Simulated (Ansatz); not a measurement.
# C₂H₆NSbZn: a ladder of functionals and wavefunction methods

How much do the methods differ for C₂H₆NSbZn? The plan is to run it at one geometry with functionals of several rungs and with coupled cluster, and see how far each lands from CCSD(T) at the basis-set limit for the atomisation energy.

Program: Ansatz 0.2.0, Gaussian basis. Level of theory: functionals in def2-TZVPP, the program's frozen cores in correlated methods. These are calculated values, not measurements.

Plan: LDA (SPW92), PBE-D4, revPBE-D4, BLYP-D4, r2SCAN-D4, B97M-V, PBE0-D4, B3LYP-D4, r2SCANh-D4, r2SCAN0-D4, HSE06-D4, BHLYP-D4, CAM-B3LYP-D4, LC-ωPBE, ωB97X-V, ωB97M-V, B2PLYP, PBE-QIDH; CCSD(T)/def2-SVP; CCSD(T)/def2-TZVPP; MP2/def2-QZVPP; extrapolation to the limit; RPA on PBE.

## (1) The relaxed structure

An earlier PBE0-D4 in a triple-zeta def2 set relaxation fixed the geometry. Sb takes the def2 core potential; no spin-orbit term is included.

11 atoms, charge 0, spin multiplicity 1.

Atoms are counted from 1 here; the program's logs count them from 0.

Bond lengths: N1–Zn2 1.814 Å, N1–H6 1.009 Å, N1–H7 1.009 Å, Zn2–C3 1.905 Å, C3–C4 1.455 Å, C3–Sb5 2.260 Å, C3–H8 1.088 Å, C4–Sb5 2.207 Å, C4–H9 1.086 Å, C4–H10 1.083 Å, Sb5–H11 1.721 Å. Angles: Zn2–N1–H6 119.4°, Zn2–N1–H7 119.2°, H6–N1–H7 108.8°, N1–Zn2–C3 176.9°, Zn2–C3–C4 126.5°, Zn2–C3–Sb5 102.7°, Zn2–C3–H8 118.1°, C4–C3–Sb5 69.0°, C4–C3–H8 114.9°, Sb5–C3–H8 105.5°, C3–C4–Sb5 73.0°, C3–C4–H9 118.7°, C3–C4–H10 120.1°, Sb5–C4–H9 111.2°, Sb5–C4–H10 112.0°, H9–C4–H10 114.1°, C3–Sb5–C4 38.0°, C3–Sb5–H11 91.5° and more.

Coordinates:

```
N    -1.5864    2.0070    1.1160
Zn   -0.7075    0.8503    0.0299
C     0.2931   -0.3656   -1.0418
C     1.6068   -0.9101   -0.7351
Sb    0.1173   -2.3027    0.1099
H    -1.8043    2.9329    0.7804
H    -2.3611    1.6715    1.6683
H    -0.0731   -0.5874   -2.0421
H     2.1759   -1.3806   -1.5314
H     2.2174   -0.4533    0.0344
H     0.1219   -1.4621    1.6116
```

## (2) LDA

This LDA is Slater exchange with PW92 correlation.

Input file in.yaml:

```yaml
crystal:
  periodic: [false, false, false]
  atoms:
    - {symbol: N, position_ang: [-1.586447, 2.006953, 1.115979]}
    - {symbol: Zn, position_ang: [-0.707472, 0.850301, 0.029855]}
    - {symbol: C, position_ang: [0.293131, -0.365551, -1.041792]}
    - {symbol: C, position_ang: [1.606850, -0.910119, -0.735140]}
    - {symbol: Sb, position_ang: [0.117282, -2.302659, 0.109870]}
    - {symbol: H, position_ang: [-1.804294, 2.932940, 0.780432]}
    - {symbol: H, position_ang: [-2.361139, 1.671545, 1.668286]}
    - {symbol: H, position_ang: [-0.073081, -0.587352, -2.042056]}
    - {symbol: H, position_ang: [2.175853, -1.380596, -1.531430]}
    - {symbol: H, position_ang: [2.217389, -0.453319, 0.034431]}
    - {symbol: H, position_ang: [0.121918, -1.462133, 1.611574]}
basis:
  gaussian: {orbitals: def2-TZVPP}
hamiltonian: {xc: lda}
output: {orbitals: {seedname: orbitals}}
```

Launch:

```console
> ansatz run in.yaml --threads 2 --pin off --events-out ev --progress --plain --max-ram 32768MiB --backend cuda --devices 0, --max-vram 18GiB
```

After this run come: PBE-D4 (GGA); revPBE-D4 (GGA); BLYP-D4 (GGA); r2SCAN-D4 (meta-GGA); B97M-V (meta-GGA); PBE0-D4 (hybrid); B3LYP-D4 (hybrid); r2SCANh-D4 (hybrid); r2SCAN0-D4 (hybrid); HSE06-D4 (hybrid); BHLYP-D4 (hybrid); CAM-B3LYP-D4 (range-separated); LC-ωPBE (range-separated); ωB97X-V (range-separated); ωB97M-V (range-separated); B2PLYP (double hybrid); PBE-QIDH (double hybrid); CCSD(T) in def2-SVP; CCSD(T) in def2-TZVPP; MP2 in def2-QZVPP; RPA on PBE orbitals.

**Question.** What will the summary of the whole plan be? Wanted: atomisation energy, CCSD(T)/CBS; farthest beyond LDA; mean size of error, GGA; mean size of error, meta-GGA; mean size of error, hybrid; mean size of error, range-separated; mean size of error, double hybrid; gap, smallest and largest; T1 diagnostic.

**Answer**, as computed:

| quantity | value |
| --- | --- |
| atomisation energy, CCSD(T)/CBS | 3495.0 kJ/mol |
| functionals within 34.9 kJ/mol (1.0 %) | revPBE-D4, BLYP-D4, r2SCAN-D4, B97M-V, PBE0-D4, B3LYP-D4, r2SCANh-D4, HSE06-D4, CAM-B3LYP-D4, LC-ωPBE, ωB97X-V, ωB97M-V, PBE-QIDH |
| farthest beyond LDA | BHLYP-D4 (-141.8 kJ/mol) |
| mean size of error, GGA | 37.0 kJ/mol |
| mean size of error, meta-GGA | 6.0 kJ/mol |
| mean size of error, hybrid | 43.4 kJ/mol |
| mean size of error, range-separated | 12.6 kJ/mol |
| mean size of error, double hybrid | 44.8 kJ/mol |
| gap, smallest and largest | 3.58 eV (BLYP-D4), 9.48 eV (LC-ωPBE) |
| T1 diagnostic | 0.0154 |
| triples share of the correlation energy | 3.8 % |

LDA overbinds by 578.3 kJ/mol (17 %). PBE-D4 is off by +84.3 kJ/mol. Double hybrids carry the basis error of their MP2 part in triple zeta, and no dispersion term here, so their miss is partly the set-up's. The rungs meta-GGA, range-separated miss on average by less than the doubt on the reference (34.9 kJ/mol), so they tie. The reference freezes the cores and leaves out spin-orbit coupling and excitations past (T), and its outer-core shells are covered unevenly, so misses under about 34.9 kJ/mol can't be ranked. All levels share the lack of spin-orbit coupling, which lowers the free heavy atoms and so the true binding. Hartree-Fock recovers 66 % of the binding; the rest is correlation. CCSD(T) in def2-SVP is off by -292.5 kJ/mol, more than most functionals: a good method in a small basis is no reference. The gap grows from 3.6 to 9.5 eV across the functionals, mostly with the share of exact exchange. For Zn the d shell is correlated and the shells below it are frozen. Correlated methods include outer-core shells of Sb, which these sets cover unevenly.
